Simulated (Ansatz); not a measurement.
# TePt: the cost of one run

Computed with Ansatz 0.2.0 (DFT PBEsol, scalar-relativistic, plane waves, PAW, unless a step's input says otherwise).

53 further runs of the same task are left out: 1 that didn't finish, 52 set aside as unsound or not needed.

## 1. The structure to begin with

It takes space group P6_3/mmc (No. 194, hexagonal). The conventional cell has a = 4.223 Å, b = 4.223 Å, c = 5.541 Å, α = 90.00°, β = 90.00°, γ = 120.00°. Around Te (site symmetry -6m2) lie 6 Pt at 2.80 Å. Pt (site symmetry -3m) is surrounded by 2 Pt at 2.77 Å and 6 Te at 2.80 Å.

As a file:

```cif
data_structure
_symmetry_space_group_name_H-M 'P 1'
_symmetry_Int_Tables_number 1
_cell_length_a 4.2230
_cell_length_b 4.2230
_cell_length_c 5.5414
_cell_angle_alpha 90.000
_cell_angle_beta 90.000
_cell_angle_gamma 120.000
_cell_volume 85.58
loop_
_atom_site_label
_atom_site_type_symbol
_atom_site_fract_x
_atom_site_fract_y
_atom_site_fract_z
_atom_site_occupancy
Te1 Te 0.33333 0.66667 0.25000 1
Te2 Te 0.66667 0.33333 0.75000 1
Pt1 Pt 0.00000 0.00000 0.00000 1
Pt2 Pt 0.00000 0.00000 0.50000 1
```

It is the result of an earlier relaxation at this level (volume 21.40 Å³/atom; gap on the mesh: none (metal)).

## 2. What is varied

The energy is mapped over volume and a fixed ferromagnetic moment.

- volume per atom: 9 values from 18.83 to 23.96 Å³
- total spin moment of the cell, held fixed: 11 values from 0.0 to 1.0 μB

Nothing else is relaxed (shape and fractional coordinates fixed). Points are written as (first, second).

## 3. The run at (18.83 Å³, 0.3 μB)

Input file input.yaml:

```yaml
crystal:
  lattice:
    - [4.0468557559, 0.0, 0.0]
    - [-2.0234278779, 3.5046798901, 0.0]
    - [0.0, 0.0, 5.3103257814]
  atoms:
    - { symbol: Te, position: [0.3333333333, 0.6666666667, 0.25] }
    - { symbol: Te, position: [0.6666666667, 0.3333333333, 0.75] }
    - { symbol: Pt, position: [0.0, 0.0, 0.0], spin: 0.15 }
    - { symbol: Pt, position: [0.0, 0.0, 0.5], spin: 0.15 }
basis:
  ecutwfc: 420
kpoints:
  mp_grid: { grid: [12, 12, 8] }
hamiltonian:
  xc: pbesol
  pseudopotentials: { kind: paw, azcp: { folder: soft_1 } }
scf:
  occupations: { method: gaussian, width: 0.15 }
  lower_state_search: "off"
output:
  forces: true
  stress: true
  eigenvalues: true
  populations: true
magnetization:
  spin_polarized: true
  initial_magnetization: 0.3
  spin_locking: { lock_magnetization: hard }
```

Run with:

```
> ansatz run input.yaml --threads 4 --pin off --max-ram 8192MiB --backend cpu --events-out ev --progress --plain --runs-dir out
```

What time and memory should one allow on 4 threads of Arm Neoverse V2, shared host?

About 12 s, with a peak of 0.66 GiB.
